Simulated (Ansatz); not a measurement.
Predict the output of the script below (the Python package of Ansatz (0.2.0)).

The script, `lapd3_smear.py`:
```python
"""Smearing width test for LaPd3."""

import warnings

import ansatz as az
import matplotlib.pyplot as plt

params = {
    "functional": "pbesol",
    "kspacing": 0.26,
    "tolerance": 1e-09,
}

warnings.simplefilter("ignore", az.DeckWarning)

lapd3 = (
    az.Lattice.of((4.228, 0.0, 0.0), (0.0, 4.228, 0.0), (0.0, 0.0, 4.228))
    .atom("La", (0.0, 0.0, 0.0))
    .atom("Pd", (0.0, 0.5, 0.5))
    .atom("Pd", (0.5, 0.0, 0.5))
    .atom("Pd", (0.5, 0.5, 0.0))
)

job = (
    lapd3.calculation()
    .functional(params["functional"])
    .pseudopotentials("paw")
    .basis(34 * az.Ry)
    .kpoints(spacing=params["kspacing"])
    .scf(tolerance=params["tolerance"])
    .forces()
    .stress()
)

rows = []
for value in [0.5, 0.3, 0.2, 0.1]:
    rep = job.occupations("gaussian", width=value).run(threads=1, backend="cpu").report
    rows.append((value, rep["free_energy_ev"] / len(rep["lattice"]["sites"]), rep["n_iterations"], sum(rep["stress_gpa"][i][i] for i in range(3)) / 3, max(abs(f) for row in rep["forces_ev_ang"] for f in row), rep["n_kpoints"]))

print("  width (eV)   F/atom (eV)    iterations       P (GPa)  max component (eV/A)      k-points")
for row in rows:
    print(f"{str(row[0]):>12s}  {row[1]:12.5f}  {row[2]:12d}  {row[3]:12.3f}  {row[4]:20.4f}  {row[5]:12d}")

# the last row is the reference
for row in rows[:-1]:
    shift = 1000 * (row[1] - rows[-1][1])
    print(f"{row[0]}: {shift:+.2f} meV/atom" + ("  (within 1 meV)" if abs(shift) < 1 else ""))
plt.figure(figsize=(4.5, 3))
plt.plot([str(row[0]) for row in rows], [1000 * (row[1] - rows[-1][1]) for row in rows], "o-")
plt.xlabel("width (eV)")
plt.ylabel("F - F(last) (meV/atom)")
plt.tight_layout()
plt.savefig("smear.png", dpi=100)
```

```console
$ python lapd3_smear.py
  width (eV)   F/atom (eV)    iterations       P (GPa)  max component (eV/A)      k-points
         0.5   -6721.08578             8        -6.029                0.0000            20
         0.3   -6721.06903             8        -6.041                0.0000            20
         0.2   -6721.06239             8        -6.020                0.0000            20
         0.1   -6721.05732             7        -5.967                0.0000            20
0.5: -28.45 meV/atom
0.3: -11.71 meV/atom
0.2: -5.06 meV/atom
```

Going from 0.1 to 0.5 eV changes F by -28.5 meV an atom. The report's estimate for zero width moves by -6.6 meV, so the entropy term explains only part of the change. The pressure moves from -5.97 to -6.03 GPa.

The run is spin-unpolarised. The free energy holds a sizeable smearing term, which stands for no physical temperature. The program warned that this SCF threshold is loose for forces or stresses. Forces vanish by symmetry here and test nothing. The narrowest width needs the finest mesh, so the last row is no converged reference. Pressure is positive in compression. At these settings the cell as given stands under about -6 GPa, so it isn't at this functional's equilibrium volume. The structure is a deposited one; some such entries were measured under pressure or heat, so a shift against it needn't be the functional's error alone. The script silences the warnings on its input, which a real study should read. Finished in 13 s on 1 thread of Intel(R) Xeon(R) Processor @ 2.30GHz, with other jobs on the host, peak memory 0.6 GiB.
